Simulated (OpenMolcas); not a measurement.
# Ti³⁺ with 4 ligands (bromide): CASSCF and CASPT2 levels, g values and susceptibility

Aim: the ligand-field states of Ti³⁺ in this surrounding, its lowest levels with spin-orbit coupling and its magnetic susceptibility.

Program: OpenMolcas 26.06. Level of theory: state-averaged CASSCF and CASPT2, spin-orbit coupling by RASSI with atomic mean-field integrals. These are calculated values, not measurements, unless marked.

### 1 Starting point

```
Species                           : Ti³⁺ (titanium, Z = 22, 19 electrons)
Basis                             : ANO-RCC-VTZP [6s5p3d2f1g], 167 functions with the ligands
Scalar Hamiltonian                : DKH2, point nucleus
Inactive shells                   : 1s 2s 2p 3s 3p of the metal, and all ligand shells
Active space                      : 1 electron in 5 orbitals (3d)
Some configurations of this space : 3d
Orbitals                          : optimised for each spin and parity, averaged over all roots
```

Outer shells as boxes (Hund's rule):

3d
```
3d [↑ ][  ][  ][  ][  ]
```

Ti³⁺ is taken with 4 ligands (bromide) in square coordination (D4h) at 2.37 Å. A charge of +0.25 e stands 2.4 Å behind each ligand. Ligand basis ANO-RCC-VDZP.

```xyz
5

Ti    0.0000    0.0000    0.0000
Br    2.3700    0.0000    0.0000
Br    0.0000    2.3700    0.0000
Br   -2.3700    0.0000    0.0000
Br    0.0000   -2.3700    0.0000
```

The work runs as a chain of OpenMolcas steps in one folder; each step below is one input file. The outputs are cut to the sections that carry results. Labels, J, g values, rates, χT and fits are worked out afterwards by a script from the matrices that RASSI stores. The input lists half of the charges; inversion (Group=XYZ) makes the rest.

### 2 One- and two-electron integrals

a.inp reads:

```
&GATEWAY
Coord
5

Ti 0.0 0.0 0.0
Br 2.370000 0.000000 0.000000
Br 0.000000 2.370000 0.000000
Br -2.370000 0.000000 0.000000
Br 0.000000 -2.370000 0.000000
Basis=Ti.ANO-RCC-VTZP,Br.ANO-RCC-VDZP
Group=XYZ
NoMove
AngMom=0.0 0.0 0.0
AMFI
RICD
XField
2 Angstrom 0
4.770000 0.000000 0.000000 0.250000
0.000000 4.770000 0.000000 0.250000
&SEWARD
```

Run with:

```console
OMP_NUM_THREADS=1 MOLCAS_MEM=2457 MOLCAS_PROJECT=a pymolcas a.inp > a.log
```

### 3 CASSCF: doublets of even parity, 5 roots

a.inp reads:

```
&RASSCF
FileOrb=start.orb
Symmetry=1
Spin=2
nActEl=1 0 0
Inactive=39 42
Ras2=5 0
CIRoot=5 5 1
SDav=5
CIMx=300
Iter=150 100
PrWF=0.3
OrbListing=Nothing
MaxOrb=0
LevShft=1.0
>>> COPY $Project.JobIph JOB001
```

start.orb holds start orbitals that the driver prepared beforehand, or those of the step before.

### 4 State interaction with spin-orbit coupling

a.inp reads:

```
&RASSI
NrOfJobIphs=1 5
1 2 3 4 5
IphNames
JOB001
EJob
SpinOrbit
DIPRint=1.0
SOCoupling=1000.0
Subsets=2
Property=9
'ANGMOM' 1 'ANGMOM' 2 'ANGMOM' 3 'MLTPL  1' 1 'MLTPL  1' 2 'MLTPL  1' 3
'AMFI' 1 'AMFI' 2 'AMFI' 3
SOProperty=3
'ANGMOM' 1 'ANGMOM' 2 'ANGMOM' 3
```

### 5 CASPT2: IPEA 0.25, imaginary shift 0.1 (closed shells correlated: 3s 3p of the metal, with ligand shells; the Frozen line counts the rest)

a.inp reads:

```
>>> COPY JOB001 $Project.JobIph
&CASPT2
Multistate=5 1 2 3 4 5
NoMult
Frozen=30 31
IPEA=0.25
Imaginary=0.1
MaxIter=60
WThr=0.0 0.3 0.05
PrWF=0.5
NoMix
```

(Steps that only read results are left out.)

Before running it: what results should come out? Wanted: spin-free ground state; first state of the same spin; lowest level; next level.

The runs gave:

```
                    quantity                                                                                                                                          value
                      method  SS-CASPT2, IPEA 0.25, imaginary shift 0.1 (closed shells correlated: 3s 3p of the metal, with ligand shells; the Frozen line counts the rest)
      spin-free ground state                                                                                                            doublet, 1-fold in its orbital part
first state of the same spin                                                                                                                                2E at 4210 cm⁻¹
                lowest level                                                                                                              2-fold E1/2, g = 1.86, 1.86, 2.00
                  next level                                                                                                                                    4150.8 cm⁻¹
                 χT at 300 K                                                                                                                                 0.40 cm³ K/mol
   effective moment at 300 K                                                                                                                                        1.79 μB
```

Cost by method:

```
                                              method  time of its own steps  time with the reference
                                           A. CASSCF                   20 s                     20 s
B. SS-CASPT2, IPEA 0.25, imaginary shift 0.1, +3s 3p                   14 s                     34 s
```

Times are of one thread on a shared host.

In words: The spin-free ground state (doublet) is 1-fold and keeps the highest spin of the shell. χT at 300 K is 0.40, against 0.38 cm³ K/mol for the spin alone, so the orbital moment is nearly quenched. The bonds are covalent and no ligand orbital is active, so the numbers are rough.
